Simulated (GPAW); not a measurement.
# Pb2O (Pn-3m) in GPAW: a series of runs

One crystal, Pb2O, is run at these levels: PBE, TB-mBJ; tasks: equation of state, single point.

Program: GPAW 26.7.0. These are calculated values, not measurements. Logs are shortened: lines on timing, memory, paths and dates and some standing lists are left out, and cuts for length are marked. The log counts tension as positive stress, the text compression.

### 1 The structure

The structure is cubic, space group Pn-3m (No. 224). Conventional cell: a = 5.380 Å, b = 5.380 Å, c = 5.380 Å, α = 90.00°, β = 90.00°, γ = 90.00°. Pb (site symmetry -3m) has 2 O at 2.33 Å as nearest neighbours. O (site symmetry -43m) is surrounded by 4 Pb at 2.33 Å.

### 2 Equation of state, PBE

Input file run.py:

```python
from ase import Atoms
from ase.eos import EquationOfState
from ase.io import Trajectory
from ase.units import GPa
from gpaw import GPAW, PW

atoms = Atoms(['Pb', 'Pb', 'Pb', 'Pb', 'O', 'O'],
              cell=[[5.38, 0.0, 0.0],
                    [0.0, 5.38, 0.0],
                    [0.0, 0.0, 5.38]],
              scaled_positions=[[0.75, 0.25, 0.75],
                                [0.25, 0.75, 0.75],
                                [0.75, 0.75, 0.25],
                                [0.25, 0.25, 0.25],
                                [0.5, 0.5, 0.5],
                                [0.0, 0.0, 0.0]],
              pbc=True)

traj = Trajectory('eos.traj', 'w')
volumes, energies = [], []
for x in [0.94, 0.96, 0.98, 1.0, 1.02, 1.04, 1.06]:
    a = atoms.copy()
    a.set_cell(atoms.cell * x**(1 / 3), scale_atoms=True)
    calc = GPAW(mode=PW(800),
                xc='PBE',
                kpts={'size': (4, 4, 4), 'gamma': True},
                occupations={'name': 'fermi-dirac', 'width': 0.05},
                nbands=53,
                convergence={'density': 1e-05, 'energy': 1e-05},
                maxiter=150,
                txt=f'eos-{x:.2f}.txt')
    a.calc = calc
    energies.append(a.get_potential_energy(force_consistent=True))
    volumes.append(a.get_volume())
    p = -a.get_stress()[:3].mean() / GPa
    calc.write(f'eos-{x:.2f}.gpw')
    traj.write(a)
    print(f'{x:.2f} {volumes[-1]:10.4f} A^3 {energies[-1]:14.6f} eV {p:9.3f} GPa', flush=True)

v0, e0, B = EquationOfState(volumes, energies, eos='birchmurnaghan').fit()
print(f'V0 = {v0:.4f} A^3, E0 = {e0:.6f} eV, B0 = {B / GPa:.2f} GPa')
```

Potentials or basis: GPAW PAW data sets (gpaw-data 1.2.1), pw.

The run is started by

```console
$ OMP_NUM_THREADS=1 python run.py
```

Output:

```text
__  _  _
 | _ |_)|_||  |
 |__||  | ||/\| - 26.7.0

Input parameters:
  mode=PW(ecut=800.0),
  convergence={'density': 1e-05, 'energy': 1e-05},
  kpts=MonkhorstPack(size=(4, 4, 4), gamma=True),
  maxiter=150,
  nbands=53,
  occupations=Occupations(name='fermi-dirac', width=0.05),
  xc=XC(name='PBE')

Diagonalizing LCAO Hamiltonian
Converting LCAO to pw mode
    .------------.
   /|            |
  / |  Pb        |
 *  |            |
 |  |    O  Pb   |
 |  |        Pb  |
 |  .------------.
 | / Pb         /
 |/            /
 O------------*

Atoms  # Å, Bohr magnetons
|   | symbol |        x |        y |        z |    initial magnetic moments |
|---|--------|----------|----------|----------|-----------------------------|
| 0 |     Pb | 3.952630 | 1.317543 | 3.952630 | ( 0.0000,  0.0000,  0.0000) |
| 1 |     Pb | 1.317543 | 3.952630 | 3.952630 | ( 0.0000,  0.0000,  0.0000) |
| 2 |     Pb | 3.952630 | 3.952630 | 1.317543 | ( 0.0000,  0.0000,  0.0000) |
| 3 |     Pb | 1.317543 | 1.317543 | 1.317543 | ( 0.0000,  0.0000,  0.0000) |
| 4 |      O | 2.635087 | 2.635087 | 2.635087 | ( 0.0000,  0.0000,  0.0000) |
| 5 |      O | 0.000000 | 0.000000 | 0.000000 | ( 0.0000,  0.0000,  0.0000) |

Unit cell  # Å
| periodic |        x |        y |        z |  lengths |    angles |
|----------|----------|----------|----------|----------|-----------|
|      yes | 5.270173 | 0.000000 | 0.000000 | 5.270173 | 90.000000 |
|      yes | 0.000000 | 5.270173 | 0.000000 | 5.270173 | 90.000000 |
|      yes | 0.000000 | 0.000000 | 5.270173 | 5.270173 | 90.000000 |

Number of symmetries: 24
Symmetry operations  # r_c * U_cc + t_c -> r_c
|    | kind |            matrix            |
|----|------|------------------------------|
|  0 |  E   |  1, 0, 0,  0, 1, 0,  0, 0, 1 |
|  1 |  σ   |  1, 0, 0,  0, 0, 1,  0, 1, 0 |
|  2 |  σ   |  1, 0, 0,  0, 0,-1,  0,-1, 0 |
|  3 |  C2  |  1, 0, 0,  0,-1, 0,  0, 0,-1 |
|  4 |  σ   |  0, 1, 0,  1, 0, 0,  0, 0, 1 |
|  5 |  C3  |  0, 1, 0,  0, 0, 1,  1, 0, 0 |
|  6 |  C3  |  0, 1, 0,  0, 0,-1, -1, 0, 0 |
|  7 |  S4  |  0, 1, 0, -1, 0, 0,  0, 0,-1 |
|  8 |  C3  |  0, 0, 1,  1, 0, 0,  0, 1, 0 |
|  9 |  σ   |  0, 0, 1,  0, 1, 0,  1, 0, 0 |
| 10 |  S4  |  0, 0, 1,  0,-1, 0, -1, 0, 0 |
| 11 |  C3  |  0, 0, 1, -1, 0, 0,  0,-1, 0 |
| 12 |  C3  |  0, 0,-1,  1, 0, 0,  0,-1, 0 |
| 13 |  σ   |  0, 0,-1,  0, 1, 0, -1, 0, 0 |
| 14 |  S4  |  0, 0,-1,  0,-1, 0,  1, 0, 0 |
| 15 |  C3  |  0, 0,-1, -1, 0, 0,  0, 1, 0 |
| 16 |  S4  |  0,-1, 0,  1, 0, 0,  0, 0,-1 |
| 17 |  C3  |  0,-1, 0,  0, 0, 1, -1, 0, 0 |
| 18 |  C3  |  0,-1, 0,  0, 0,-1,  1, 0, 0 |
| 19 |  σ   |  0,-1, 0, -1, 0, 0,  0, 0, 1 |
| 20 |  C2  | -1, 0, 0,  0, 1, 0,  0, 0,-1 |
| 21 |  S4  | -1, 0, 0,  0, 0, 1,  0,-1, 0 |
| 22 |  S4  | -1, 0, 0,  0, 0,-1,  0, 1, 0 |
| 23 |  C2  | -1, 0, 0,  0,-1, 0,  0, 0, 1 |

BZ-sampling:
  Number of BZ points: 64
  Number of IBZ points: 10

  Monkhorst-Pack size: [4, 4, 4]
  Monkhorst-Pack shift: [0.125, 0.125, 0.125]

K-points  # in reciprocal-cell coordinates
|   |                                coordinates |     weight |
|---|--------------------------------------------|------------|
| 0 | (  0.00000000,   0.00000000,   0.00000000) | 0.01562500 |
| 1 | (  0.25000000,   0.00000000,   0.00000000) | 0.09375000 |
| 2 | (  0.25000000,   0.25000000,   0.00000000) | 0.18750000 |
| 3 | (  0.25000000,   0.25000000,   0.25000000) | 0.12500000 |
| 4 | (  0.50000000,   0.00000000,   0.00000000) | 0.04687500 |
| 5 | (  0.50000000,   0.25000000,   0.00000000) | 0.18750000 |
| 6 | (  0.50000000,   0.25000000,   0.25000000) | 0.18750000 |
| 7 | (  0.50000000,   0.50000000,   0.00000000) | 0.04687500 |
| 8 | (  0.50000000,   0.50000000,   0.25000000) | 0.09375000 |
| 9 | (  0.50000000,   0.50000000,   0.50000000) | 0.01562500 |

Plane wave coefficients: 7568
Cutoff: 800.0 eV

Spin-components: 1 (collinear spins)
Bands:           53
Projectors:      34
Spin-degeneracy: 2
Datatype:        complex128

Parallelization:
  kpt:    1
  domain: 1
  band:   1

Density:
  Valence electrons: 68.0
  Components: 1
  Grid points: [35 35 35]
  Charge: 0.0  # |e|

Potential:
  Grid points: [35 35 35]

species:
  Pb:
    name:    Lead
    Z:       82.0
    valence: 14
    core:    68
    charge:  0.0  # [|e|]
    compensation charges:
      type: gauss
      rc: 0.38  # [Å]
      lmax: 2
    cutoffs:
      filter: 2.36  # [Å]
      core: 2.43  # [Å]
    projectors
    | kind |    occ | energy [eV] | rcut [Å] |
    |------|--------|-------------|----------|
    |   6s |  2.000 |     -11.969 |    1.259 |
    |   6p |  2.000 |      -3.506 |    1.275 |
    |   5d | 10.000 |     -21.211 |    1.217 |
    |    s |        |      15.243 |    1.259 |
    |    p |        |      23.705 |    1.275 |
    |    d |        |       6.001 |    1.217 |

    Using partial waves for Pb as LCAO basis

  O:
    name:    Oxygen
    Z:       8.0
    valence: 6
    core:    2
    charge:  0.0  # [|e|]
    compensation charges:
      type: gauss
      rc: 0.21  # [Å]
      lmax: 2
    cutoffs:
      filter: 1.17  # [Å]
      core: 0.83  # [Å]
    projectors
    | kind |    occ | energy [eV] | rcut [Å] |
    |------|--------|-------------|----------|
    |   2s |  2.000 |     -23.961 |    0.688 |
    |   2p |  4.000 |      -9.029 |    0.598 |
    |    s |        |       3.251 |    0.688 |
    |    p |        |      18.182 |    0.598 |
    |    d |        |       0.000 |    0.619 |

    Using partial waves for O as LCAO basis

Reference energy: -2273179.558059  # eV

eigensolver:
  PPCG
  Converge bands: occupied
  niter=2

density mixing:
  MSR1-Mixer
  Pratt-step length: 0.05
  Maximum mixing coefficient: 0.75
  Old densities: 10
  SVD Regularization: 0.005
  Good broyden scale: 1.0
  Trust region scale: 1.0
  Backstep threshold: 4.0
  History deletion threshold: 6.0
  Fourier metric: weight=20.0, sigma=0.015

occupation numbers:
  Fermi-Dirac:
    width: 0.0500  # eV

poisson solver:
  ecut: 6400.0  # eV

xc functional:
  name: PBE with 2 nearest neighbor stencil

convergence criteria:
[... 6 lines left out ...]
|iter     | |      energy | eigst |  dens |
|---------|-|-------------|-------|-------|
|iter:   1| |  -32.777436 | +0.28 |       |
|iter:   2| |  -31.171728 | -0.99 | -1.17 |
|iter:   3| |  -27.838660 | -0.50 | -1.23 |
|iter:   4| |  -27.750516 | -1.94 | -1.72 |
|iter:   5| |  -27.906671 | -1.66 | -1.88 |
|iter:   6| |  -27.734481 | -1.98 | -1.79 |
|iter:   7| |  -27.735529 | -3.55 | -2.95 |
|iter:   8| |  -27.734757 | -4.17 | -3.05 |
|iter:   9| |  -27.734717 | -5.55 | -3.64 |
|iter:  10| |  -27.734717c| -6.34 | -4.07 |
|iter:  11| |  -27.734729c| -6.81 | -4.20 |
|iter:  12| |  -27.734731c| -7.63c| -5.13c|

Converged in 12 steps
Energy contributions relative to reference atoms: (reference = -2273179.558059)

Energy contributions:
  Kinetic:          80.005818
  Coulomb:         -76.381128
  Zero:              0.109983
  External:          0.000000
  Xc:              -31.459986
  Entropy:          -0.018836
  Spinorbit:         0.000000
  ----------------------------
  Free energy:     -27.744149
  Extrapolated:    -27.734731

dipole moment: (-14.820666, -14.820666, -14.820666)  # |e|*Ang

Fermi level: 5.875
Eigenvalues  # (at kpt = [0.000, 0.000, 0.000])
| band index |      eig [eV] | occ [0-2] |
|------------|---------------|-----------|
|          0 |       -12.948 |     2.000 |
|        ... |               |           |
|         26 |         1.830 |     2.000 |
|         27 |         1.830 |     2.000 |
|         28 |         1.830 |     2.000 |
|         29 |         3.792 |     2.000 |
|         30 |         3.792 |     2.000 |
|         31 |         5.588 |     1.994 |
[... 8 lines left out ...]
|         40 |        11.851 |     0.000 |
|         41 |        11.880 |     0.000 |
|        ... |               |           |
|         52 |        19.702 |     0.000 |

No gap
No difference between direct/indirect transitions

Stress tensor  # eV/Ang^3
|         x |         y |         z |
|-----------|-----------|-----------|
| -0.040227 | -0.000000 | -0.000000 |
| -0.000000 | -0.040227 |  0.000000 |
| -0.000000 |  0.000000 | -0.040227 |

# Writing to eos-0.94.gpw (mode='')
```

It took 9.7 min on 1 thread of Arm Neoverse V2, shared host; peak memory 0.55 GiB.

Results:

```yaml
Equilibrium_volume: 27.13 Å³/atom
Bulk_modulus: 48 GPa
Pressure_derivative_of_the_bulk_modulus: 4.5
```

Energy against volume, from the lowest point:
```tsv
volume (Å³/atom)	energy (meV/atom)
24.396	50.11
24.915	31.60
25.434	17.77
25.953	8.20
26.473	2.39
26.992	0.00
27.511	0.69
```

### 3 Single point, TB-mBJ

Input file run.py:

```python
from ase import Atoms
from ase.dft.bandgap import bandgap
from ase.io import write
from gpaw import GPAW, PW

atoms = Atoms(['Pb', 'Pb', 'Pb', 'Pb', 'O', 'O'],
              cell=[[5.38, 0.0, 0.0],
                    [0.0, 5.38, 0.0],
                    [0.0, 0.0, 5.38]],
              scaled_positions=[[0.75, 0.25, 0.75],
                                [0.25, 0.75, 0.75],
                                [0.75, 0.75, 0.25],
                                [0.25, 0.25, 0.25],
                                [0.5, 0.5, 0.5],
                                [0.0, 0.0, 0.0]],
              pbc=True)

calc = GPAW(mode=PW(800),
            xc='TB09',
            kpts={'size': (4, 4, 4), 'gamma': True},
            occupations={'name': 'fermi-dirac', 'width': 0.05},
            nbands=53,
            convergence={'density': 1e-05, 'energy': 1e-05},
            eigensolver='cg',
            maxiter=150,
            txt='gpaw.txt')
atoms.calc = calc
energy = atoms.get_potential_energy()
calc.write('gs.gpw')
write('result.traj', atoms)
print('Fermi level:', round(calc.get_fermi_level(), 4), 'eV')
print(f'Gap: {bandgap(calc)[0]:.4f} eV, direct: {bandgap(calc, direct=True)[0]:.4f} eV')
```

Potentials or basis: GPAW PAW data sets for LDA (gpaw-data 1.2.1), pw.

The run is started by

```console
$ OMP_NUM_THREADS=1 python run.py
```

It took 6.4 min on 1 thread of Arm Neoverse V2, shared host; peak memory 0.46 GiB.

It converged, with:

* Band gap on the k mesh: none (metal or under the smearing width)

Levels at points of the mesh, in eV from the Fermi level:
| k point | band 30 | band 31 | band 32 | band 33 | band 34 | band 35 | band 36 | band 37 | band 38 | band 39 |
| --- | --- | --- | --- | --- | --- | --- | --- | --- | --- | --- |
| (0.00, 0.00, 0.00) | -1.89 | -1.89 | -0.60 | -0.60 | -0.60 | 2.27 | 2.27 | 2.27 | 3.14 | 5.85 |
| (0.50, 0.00, 0.00) | -2.44 | -0.99 | -0.99 | -0.43 | -0.43 | 1.30 | 1.30 | 2.18 | 2.18 | 4.66 |
| (0.50, 0.50, 0.00) | -3.09 | -1.14 | -1.14 | -0.07 | -0.07 | 1.66 | 1.66 | 2.08 | 2.08 | 4.80 |
| (0.50, 0.50, 0.50) | -0.97 | -0.97 | -0.97 | -0.78 | -0.78 | -0.78 | 1.88 | 4.85 | 4.85 | 4.85 |

Caveat: a model potential gives levels but no total energy; the PAW data sets were made with another functional, which shifts forces and pressure a little. The run has no spin-orbit coupling, so splittings on Pb are missing.
